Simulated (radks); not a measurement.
# Ti⁸⁺ in [Ne] 3s2 3p2: an all-electron calculation

An exercise on one series of results from a longer session: the logs are not shown, and one member is left open.

Program: radks (a radial shooting solver on a logarithmic mesh, Libxc functionals) version 1. Level of theory: Dirac Kohn-Sham, LDA (Slater exchange, Perdew-Zunger correlation), spin-unpolarised, spherical densities, point nucleus; open shells fill j = l - 1/2 first. These are calculated values, not measurements, unless marked.

## The atom as given

```
element       : titanium (Z = 22)
charge        : +8
electrons     : 14
configuration : [Ne] 3s2 3p2
```

Set-up of the first run:

Input:

```text
Z 22
configuration [Ne] 3s2 3p2
relativity Dirac
functional lda,pz
spin unpolarised
j_filling energy
nucleus point
c 137.035999084
```

Steps of the session up to this table: Self-consistent calculation.

One table of the session follows, with a row left open; its other results are not shown here.

It belongs to the step «Orbitals and density». Radial moments (bohr):

| level | <r> | outermost maximum (interpolated) | 90 % within | nodes |
| --- | --- | --- | --- | --- |
| 1s1/2 | 0.06972 | 0.0456 | 0.124 | 0 |
| 2s1/2 | 0.3238 | 0.269 | 0.503 | 1 |
| 2p1/2 | ? | ? | ? | ? |
| 2p3/2 | 0.2888 | 0.219 | 0.474 | 0 |
| 3s1/2 | 0.8986 | 0.818 | 1.32 | 2 |
| 3p1/2 | 0.9107 | 0.819 | 1.36 | 1 |
| 3p3/2 | 0.9155 | 0.824 | 1.37 | 1 |

**Question.** Estimate the row for 2p1/2.

As computed: <r>: 0.2862; outermost maximum (interpolated): 0.217; 90 % within: 0.471; nodes: 0. In the column «<r>» it lies between 1s1/2 (0.06972) and 2p3/2 (0.2888).

Limits of these values: Spin polarisation and multiplet splitting are left out.
